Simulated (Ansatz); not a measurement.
# GaH3O2Se: the cost of one run

Computed with Ansatz 0.2.0, Gaussian basis. Level: the settings change from run to run.

## Step 1: The relaxed structure

The structure was relaxed beforehand with PBE0-D4 in a triple-zeta def2 set.

SMILES `[OH][Ga]([OH])[SeH]`, 7 atoms, charge 0, spin multiplicity 1.

Atoms are counted from 1 here; the program's logs count them from 0.

Bond lengths: O1–Ga2 1.782 Å, O1–H5 0.959 Å, Ga2–O3 1.775 Å, Ga2–Se4 2.310 Å, O3–H6 0.961 Å, Se4–H7 1.469 Å. Angles: Ga2–O1–H5 115.0°, O1–Ga2–O3 116.0°, O1–Ga2–Se4 126.3°, O3–Ga2–Se4 117.7°, Ga2–O3–H6 112.5°, Ga2–Se4–H7 91.7°.

## Step 2: CAM-B3LYP/6-31G

This run has atoms shaken by 0.03 Å, finite nuclei, D3(BJ) with three-body dispersion, high accuracy, the search for lower states set to off.

The input, in.yaml:

```yaml
crystal:
  periodic: [false, false, false]
  atoms:
    - {symbol: O, position_ang: [-0.965084, 1.075974, 0.636062]}
    - {symbol: Ga, position_ang: [0.135859, -0.199071, 0.186348]}
    - {symbol: O, position_ang: [1.071392, -0.966133, 1.546244]}
    - {symbol: Se, position_ang: [0.695644, -0.881854, -1.947160]}
    - {symbol: H, position_ang: [-1.479707, 1.521870, -0.136009]}
    - {symbol: H, position_ang: [0.742779, -0.630410, 2.416912]}
    - {symbol: H, position_ang: [-0.298499, 0.020199, -2.581853]}
basis:
  gaussian: {orbitals: 6-31G, nuclear_model: gaussian}
hamiltonian: {xc: {name: CAM-B3LYP}, dispersion: d3bjatm}
accuracy: high
scf: {lower_state_search: off}
output: {forces: true}
```

Launch:

```sh
ansatz run in.yaml --threads 2 --pin off --events-out ev --progress --plain --max-ram 32768MiB --backend cpu
```

**Question.** How long does this run take on 2 threads of AMD EPYC 7R13, shared host, and how much memory does it need?

About 5.5 s, with a peak of 0.28 GiB.
